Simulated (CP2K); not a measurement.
# Two attempts at BGeH5 (SMILES [BH2][GeH3])

Wanted: energy and gradient of BGeH5, GFN2-xTB.

The results are computed with CP2K 2026.2.

3 further runs of the same task are left out: 1 that didn't finish, 2 set aside as unsound or not needed.

## Step 1: The molecule

BGeH5 has 7 atoms, charge 0, and is taken as a singlet. As SMILES, `[BH2][GeH3]`. The shape is that of a PBE0-D4/def2-TZVP optimisation.

Bond lengths: B1–Ge2 2.056 Å, B1–H3 1.195 Å, B1–H4 1.194 Å, Ge2–H5 1.542 Å, Ge2–H6 1.542 Å, Ge2–H7 1.537 Å. Angles: B1–Ge2–H5 109.6°, B1–Ge2–H6 109.7°, B1–Ge2–H7 114.9°, Ge2–B1–H3 119.1°, Ge2–B1–H4 122.6°, H5–Ge2–H6 106.6°, H5–Ge2–H7 107.9°, H6–Ge2–H7 107.9°, H3–B1–H4 118.3°.

## Step 2: First attempt

molecule.pdb

```
HETATM    1 B    MOL A   1       0.008  -1.220   0.268  1.00  0.00           B
HETATM    2 Ge   MOL A   1       0.049   0.786  -0.183  1.00  0.00          GE
HETATM    3 H    MOL A   1      -1.044  -1.785   0.313  1.00  0.00           H
HETATM    4 H    MOL A   1       0.998  -1.849   0.489  1.00  0.00           H
HETATM    5 H    MOL A   1      -0.601   1.020  -1.562  1.00  0.00           H
HETATM    6 H    MOL A   1      -0.800   1.566   0.841  1.00  0.00           H
HETATM    7 H    MOL A   1       1.452   1.414  -0.210  1.00  0.00           H
END
```

job.inp

```
&FORCE_EVAL
    METHOD QUICKSTEP
    &DFT
        CHARGE 0
        MULTIPLICITY 1
        &QS
            METHOD XTB
            EPS_DEFAULT 1.0E-10
            &XTB
                GFN_TYPE TBLITE
                &TBLITE
                    METHOD GFN2
                &END TBLITE
                CHECK_ATOMIC_CHARGES F
            &END XTB
        &END QS
        &POISSON
            PERIODIC NONE
            POISSON_SOLVER ANALYTIC
        &END POISSON
        &SCF
            SCF_GUESS ATOMIC
            EPS_SCF 1.0E-06
            MAX_SCF 150
            ADDED_MOS 8
            &DIAGONALIZATION
                ALGORITHM STANDARD
            &END DIAGONALIZATION
            &MIXING
                METHOD DIRECT_P_MIXING
                ALPHA 0.4
            &END MIXING
            &SMEAR ON
                METHOD FERMI_DIRAC
                ELECTRONIC_TEMPERATURE [K] 300
            &END SMEAR
        &END SCF
        &PRINT
            &MOMENTS
                PERIODIC F
                REFERENCE COM
                MAX_MOMENT 1
            &END MOMENTS
            &MO ON
                ENERGIES T
                OCCUPATION_NUMBERS T
                NDIGITS 6
                &EACH
                    QS_SCF 0
                &END EACH
                ADD_LAST NUMERIC
            &END MO
            &HIRSHFELD OFF
            &END HIRSHFELD
        &END PRINT
    &END DFT
    &SUBSYS
        &CELL
            ABC [angstrom] 14.5 15.4 14.4
            PERIODIC NONE
        &END CELL
        &TOPOLOGY
            COORD_FILE_NAME molecule.pdb
            COORD_FILE_FORMAT PDB
            CONN_FILE_FORMAT OFF
            &CENTER_COORDINATES
            &END CENTER_COORDINATES
        &END TOPOLOGY
    &END SUBSYS
    &PRINT
        &FORCES ON
        &END FORCES
    &END PRINT
&END FORCE_EVAL

&GLOBAL
    PROJECT job
    RUN_TYPE SCF
    PRINT_LEVEL MEDIUM
&END GLOBAL
```

Launch:

```bash
$ OMP_NUM_THREADS=1 cp2k.psmp -i job.inp > job.out 2>&1
```

Standard output:

```text
*******************************************************************************
 *   ___                                                                       *
 *  /   \                                                                      *
 * [ABORT]                                                                     *
 *  \___/                    invalid value for enumeration:SCF                 *
 *    |                                                                        *
 *  O/|                                                                        *
 * /| |                                                                        *
 * / \                                     input/input_enumeration_types.F:215 *
 *******************************************************************************

 ===== Routine Calling Stack =====

            4 val_create_parsing
            3 section_vals_parse
            2 section_vals_parse
            1 read_input
```

It took 1 s on 1 thread of Intel Xeon Platinum 8488C (Sapphire Rapids), shared host; peak memory 0.16 GiB.

## Step 3: Reading the log

The program refused the input.

The telling line is `\___/                    invalid value for enumeration:SCF`. What is wrong: unknown run type.

## Step 4: Second attempt

molecule.pdb is that of step 2.

gas.inp

```
&GLOBAL
  PROJECT_NAME gas
  RUN_TYPE ENERGY_FORCE
  PRINT_LEVEL MEDIUM
&END GLOBAL
&FORCE_EVAL
  METHOD QS
  &DFT
    &QS
      METHOD XTB
      EPS_DEFAULT 1.0E-10
      &XTB
        GFN_TYPE TBLITE
        &TBLITE
          METHOD GFN2
        &END TBLITE
        CHECK_ATOMIC_CHARGES F
      &END XTB
    &END QS
    &POISSON
      PERIODIC NONE
      POISSON_SOLVER ANALYTIC
    &END POISSON
    &SCF
      SCF_GUESS ATOMIC
      EPS_SCF 1.0E-06
      MAX_SCF 150
      ADDED_MOS 8
      &DIAGONALIZATION
        ALGORITHM STANDARD
      &END DIAGONALIZATION
      &MIXING
        METHOD DIRECT_P_MIXING
        ALPHA 0.4
      &END MIXING
      &SMEAR ON
        METHOD FERMI_DIRAC
        ELECTRONIC_TEMPERATURE [K] 300
      &END SMEAR
    &END SCF
    &PRINT
      &MOMENTS
        PERIODIC F
        REFERENCE COM
        MAX_MOMENT 1
      &END MOMENTS
      &MO ON
        ENERGIES T
        OCCUPATION_NUMBERS T
        NDIGITS 6
        &EACH
          QS_SCF 0
        &END EACH
        ADD_LAST NUMERIC
      &END MO
      &HIRSHFELD OFF
      &END HIRSHFELD
    &END PRINT
  &END DFT
  &SUBSYS
    &CELL
      ABC 14.5 15.4 14.4
      PERIODIC NONE
    &END CELL
    &TOPOLOGY
      COORD_FILE_NAME molecule.pdb
      COORD_FILE_FORMAT PDB
      CONN_FILE_FORMAT OFF
      &CENTER_COORDINATES
      &END CENTER_COORDINATES
    &END TOPOLOGY
  &END SUBSYS
  &PRINT
    &FORCES ON
    &END FORCES
  &END PRINT
&END FORCE_EVAL
```

Launch:

```bash
$ OMP_NUM_THREADS=1 cp2k.psmp -i gas.inp > gas.out 2>&1
```

Standard output:

```text
CP2K| version string:                                       CP2K version 2026.2
[...]
 GLOBAL| Method name                                                        CP2K
[...]
 GLOBAL| Run type                                                   ENERGY_FORCE
[...]
                             - Atoms:                                          7
[...]
                             - Spherical basis functions:                     18
[...]
 Number of electrons:                                                         12
[...]
  *** SCF run converged in    19 steps ***
[...]
  Fermi energy:                                                -0.32912616071554
[...]
 TB_DIPOLE| Moment [Debye]          0.03828402      -0.41814397       0.09913309
 TB_DIPOLE| Derivative [a.u.]       0.00000000       0.00000000       0.00000000
[...]
 ENERGY| Total FORCE_EVAL ( QS ) energy [hartree]             -5.667534562233852
 FORCES| Atomic forces [hartree/bohr]
 FORCES|   Atom     x               y               z               |f|
 FORCES|      1 -1.97931908E-04 -6.74797520E-04  1.90112447E-04   7.28472015E-04
 FORCES|      2 -1.78002261E-03 -1.20459431E-02  2.49079641E-03   1.24288895E-02
 FORCES|      3  1.13555088E-02  5.52334883E-03 -3.69028470E-04   1.26329389E-02
 FORCES|      4 -1.05437997E-02  6.39442212E-03 -2.29928311E-03   1.25438052E-02
 FORCES|      5  5.69076709E-03  3.03851119E-03  1.07009777E-02   1.24951312E-02
 FORCES|      6  7.37459385E-03 -1.62019299E-03 -9.88284677E-03   1.24370543E-02
 FORCES|      7 -1.18991156E-02 -6.15348489E-04 -8.30728183E-04   1.19439405E-02
 FORCES| Sum     7.45931095E-17 -3.25260652E-18 -1.05167611E-17
 FORCES| Total atomic force                                       7.54010192E-17
[...]
```

Wall time 1.2 s (1 thread of Intel Xeon Platinum 8488C (Sapphire Rapids), shared host); peak memory 0.19 GiB.

## Step 5: What came out

At GFN2-xTB:

| quantity | value |
| --- | --- |
| total energy | -5.66753 Eh |
| dipole moment (from atomic charges alone) | 0.43 D |
| HOMO energy | -10.84 eV |
| LUMO energy | -8.04 eV |
| HOMO–LUMO gap | 2.80 eV |
| largest force on an atom | 0.650 eV/Å |

In words: The dipole comes from point charges on the atoms alone, without atomic dipoles, so it is partial. The largest force is 0.65 eV/Å: the shape isn't a stationary point for this species at this level.
